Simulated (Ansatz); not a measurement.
**SiHSe (doublet): wave-function methods side by side, cc-pVDZ**

One table from this session's results is given with a row withheld; the runs are named, their logs left out.

The runs use Ansatz 0.2.0, Gaussian basis; cc-pVDZ, core rule «outside noble gas», up to 19 orbitals frozen.

The runs, in order: UHF; CCSD(T) on ROHF; CCSD(T) on UHF; CISD; CASSCF and MRCISD+Q, 11 electrons in 9 orbitals; CASSCF and NEVPT2, 11 electrons in 9 orbitals.

28 further runs of the same task are left out: 14 that didn't finish, 14 set aside as unsound or not needed.

**The system**

The geometry is a PBE0/def2-TZVP stationary point (not a proven minimum) of the parent state, kept for this charge and spin. No spin-orbit coupling is included. The filled d shell of Se may be among the frozen orbitals whatever the setting's name suggests; the logs give the count.

3 atoms, charge 0, spin multiplicity 2.

Atoms are counted from 1 here; the program's logs count them from 0.

Bond lengths: Si1–Se2 2.313 Å, Si1–H3 1.497 Å. Angles: Se2–Si1–H3 117.0°.

Set-up of the first run:

in.yaml reads:

```yaml
crystal:
  periodic: [false, false, false]
  atoms:
    - {symbol: Si, position_ang: [0.000000, -0.102205, 1.681089]}
    - {symbol: Se, position_ang: [0.000000, 0.021114, -0.628981]}
    - {symbol: H, position_ang: [0.000000, 1.193815, 2.430780]}
basis:
  gaussian: {orbitals: cc-pVDZ}
magnetization: {spin_polarized: true, initial_magnetization: 1}
hamiltonian: {xc: hf}
output: {orbitals: {seedname: orbitals}}
```

Command:

```
$ ansatz run in.yaml --threads 1 --pin off --events-out ev --progress --plain --max-ram 2393MiB
```

Steps of the session up to this table: UHF; CCSD(T) on ROHF; CCSD(T) on UHF; CISD; CASSCF and MRCISD+Q, 11 electrons in 9 orbitals; CASSCF and NEVPT2, 11 electrons in 9 orbitals.

One table of the session follows, with a row left open; its other results are not shown here.

It belongs to the step «Misses and costs». 

```
          method  from RCCSD(T) (meV)
            ROHF              +6282.9
             UHF              +6094.4
            RMP2              +1330.3
            UMP2              +1278.4
            CISD                    ?
           RCCSD               +275.8
           UCCSD               +268.3
        RCCSD(T)                    0
        UCCSD(T)                 -4.3
  CASSCF valence              +4358.1
  NEVPT2 valence               +913.0
  MRCISD valence               +262.8
MRCISD+Q valence                -84.4
```

Q: Estimate the row for CISD from the others.

As computed: from RCCSD(T) (meV): +911.6. In the column «from RCCSD(T) (meV)» it lies between RCCSD (+275.8) and NEVPT2 valence (+913.0).

To keep in mind: Warnings: spin contamination; coupled cluster took another determinant than the lowest; large T1 diagnostic. Restricted and unrestricted rows rest on different reference determinants; where their highest levels disagree by more than a few hundredths of an eV, they describe different states and don't form one ladder.
